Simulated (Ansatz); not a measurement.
# Sr3SiTe: what a guessed cell relaxes into

Aim: relax a trial structure of Sr3SiTe and see where it ends.

Program: Ansatz 0.2.0. Level of theory: DFT PBE, scalar-relativistic, plane waves, PAW. These are calculated values, not measurements.

2 further runs of the same task are left out: 1 that didn't finish, 1 set aside as unsound or not needed. Runs told in other sessions of the task aren't counted.

**1. The starting structure**

The structure is tetragonal, space group P4mm (No. 99). The conventional cell has a = 5.346 Å, b = 5.346 Å, c = 5.192 Å, α = 90.00°, β = 90.00°, γ = 90.00°. Sr (site symmetry 2mm) has 2 Si at 2.70 Å and 6 Sr at 3.39 to 3.78 Å and 4 Te at 3.57 to 3.89 Å in its first shell of neighbours. Around Sr (site symmetry 4mm) lie 2 Si at 2.45 to 2.74 Å. Around Si (site symmetry 4mm) lie 6 Sr at 2.45 to 2.74 Å. Te (site symmetry 4mm) is surrounded by 12 Sr at 3.57 to 3.89 Å.

Structure file:

```
CELL_PARAMETERS angstrom
5.34610 0.00000 0.00000
0.00000 5.34610 0.00000
0.00000 0.00000 5.19230
ATOMIC_POSITIONS crystal
Sr 0.50000 0.00000 0.95723
Sr 0.00000 0.50000 0.95723
Sr 0.00000 0.00000 0.55666
Si 0.00000 0.00000 0.02811
Te 0.50000 0.50000 0.50077
```

A structure generator made this guess: Tb3GaC type (Pm-3m) distorted into a subgroup (P4mm, No. 99). The dimensions are guesses.

**2. A first look at the guess**

input.yaml

```yaml
crystal:
  lattice:
    - [5.3461026, 0.0, 0.0]
    - [0.0, 5.3461026, 0.0]
    - [0.0, 0.0, 5.19229701]
  atoms:
    - { symbol: Sr, position: [0.5, 0.0, 0.9572292] }
    - { symbol: Sr, position: [0.0, 0.5, 0.9572292] }
    - { symbol: Sr, position: [0.0, 0.0, 0.556659] }
    - { symbol: Si, position: [0.0, 0.0, 0.02810813] }
    - { symbol: Te, position: [0.5, 0.5, 0.50077447] }
basis:
  ecutwfc: 420
kpoints:
  mp_grid: { grid: [4, 4, 4] }
hamiltonian:
  xc: pbe
scf:
  occupations: { method: gaussian, width: 0.1 }
  lower_state_search: "off"
output:
  forces: true
  stress: true
  eigenvalues: true
```

Launch:

```console
$ ansatz run input.yaml --threads 1 --pin off --max-ram 2560MiB --backend cpu --events-out ev --progress --plain --runs-dir out
```

The session goes on with these runs: coarse relaxation; full relaxation.

What does the calculation give? Wanted: conventional cell; volume; energy over the elements; gap on the mesh.

The runs gave:

| quantity | value |
| --- | --- |
| symmetry at the end (tolerance 0.05 Å) | space group P4mm (No. 99) |
| conventional cell | a = 5.955 Å, b = 5.955 Å, c = 6.181 Å, α = 90.00°, β = 90.00°, γ = 90.00° |
| volume | 43.84 Å³/atom |
| energy over the elements | -0.66 eV/atom |
| gap on the mesh | none (metal) |

The space group P4mm (No. 99) is kept, and the volume per atom grows by 47.7 % from the first guess. A negative formation energy is needed for stability but isn't enough; other structures and compounds were not set against it here. No finished test with a distortion of lower symmetry is shown, so the end may be a saddle point. Spin-orbit coupling is left out for Te.
